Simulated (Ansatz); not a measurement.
# CuPF4: one species, many methods

An exercise on one series of results from a longer session: the logs are not shown, and one member is left open.

Method: functionals in def2-TZVPP, the program's frozen cores in correlated methods; program: Ansatz 0.2.0, Gaussian basis.

Levels to be run: LDA (SPW92), PBE-D4, revPBE-D4, BLYP-D4, r2SCAN-D4, B97M-V, PBE0-D4, B3LYP-D4, r2SCANh-D4, r2SCAN0-D4, HSE06-D4, BHLYP-D4, CAM-B3LYP-D4, LC-ωPBE, ωB97X-V, ωB97M-V, B2PLYP, PBE-QIDH; CCSD(T)/def2-SVP; CCSD(T)/def2-TZVPP; MP2/def2-QZVPP; extrapolation to the limit; RPA on PBE.

### The relaxed structure

The geometry comes from an earlier relaxation with PBE0-D4 in a triple-zeta def2 set; it is a stationary point.

SMILES `[F][Cu-][P+](F)(F)F`, 6 atoms, charge 0, spin multiplicity 1.

Atoms are counted from 1 here; the program's logs count them from 0.

Bond lengths: F1–Cu2 1.754 Å, Cu2–P3 2.090 Å, P3–F4 1.546 Å, P3–F5 1.546 Å, P3–F6 1.546 Å. Angles: F1–Cu2–P3 180.0°, Cu2–P3–F4 118.0°, Cu2–P3–F5 118.0°, Cu2–P3–F6 118.1°, F4–P3–F5 99.7°, F4–P3–F6 99.7°, F5–P3–F6 99.7°.

The first run:

Input file in.yaml:

```yaml
crystal:
  periodic: [false, false, false]
  atoms:
    - {symbol: F, position_ang: [1.009942, -2.735716, 1.361537]}
    - {symbol: Cu, position_ang: [0.459629, -1.244872, 0.619889]}
    - {symbol: P, position_ang: [-0.196295, 0.531841, -0.264620]}
    - {symbol: F, position_ang: [-1.365923, 0.453097, -1.272436]}
    - {symbol: F, position_ang: [0.816961, 1.343004, -1.104415]}
    - {symbol: F, position_ang: [-0.724324, 1.652646, 0.660035]}
basis:
  gaussian: {orbitals: def2-TZVPP}
hamiltonian: {xc: lda}
output: {orbitals: {seedname: orbitals}}
```

The run is started by

```bash
$ ansatz run in.yaml --threads 4 --pin off --events-out ev --progress --plain --max-ram 10444MiB
```

Steps of the session up to this table: LDA; PBE-D4 (GGA); revPBE-D4 (GGA); BLYP-D4 (GGA); r2SCAN-D4 (meta-GGA); B97M-V (meta-GGA); PBE0-D4 (hybrid); B3LYP-D4 (hybrid); r2SCANh-D4 (hybrid); r2SCAN0-D4 (hybrid); HSE06-D4 (hybrid); BHLYP-D4 (hybrid); CAM-B3LYP-D4 (range-separated); LC-ωPBE (range-separated); ωB97X-V (range-separated); ωB97M-V (range-separated); B2PLYP (double hybrid); PBE-QIDH (double hybrid).

One table of the session follows, with a row left open; its other results are not shown here.

It belongs to the step «Frontier levels by functional». 

```
  functional  HOMO (eV)  LUMO (eV)  gap (eV)
 LDA (SPW92)      -7.08      -2.89      4.19
      PBE-D4      -6.74      -2.57      4.17
   revPBE-D4      -6.62      -2.44      4.17
     BLYP-D4      -6.69      -2.46      4.23
   r2SCAN-D4      -6.87      -2.42      4.45
      B97M-V      -6.88      -2.43      4.45
     PBE0-D4      -8.25      -1.74      6.51
    B3LYP-D4      -8.06      -1.98      6.08
  r2SCANh-D4      -7.47      -2.11      5.36
  r2SCAN0-D4      -8.39      -1.65      6.75
    HSE06-D4      -7.83      -2.11      5.72
    BHLYP-D4      -9.80      -0.84      8.95
CAM-B3LYP-D4      -9.83      -0.68      9.14
     LC-ωPBE     -11.11       0.56     11.67
     ωB97X-V          ?          ?         ?
     ωB97M-V     -10.80       0.30     11.09
```

Q: Estimate the row for ωB97X-V from the others.

As computed: HOMO (eV): -10.76; LUMO (eV): 0.45; gap (eV): 11.21. In the column «HOMO (eV)» it lies between ωB97M-V (-10.80) and CAM-B3LYP-D4 (-9.83).
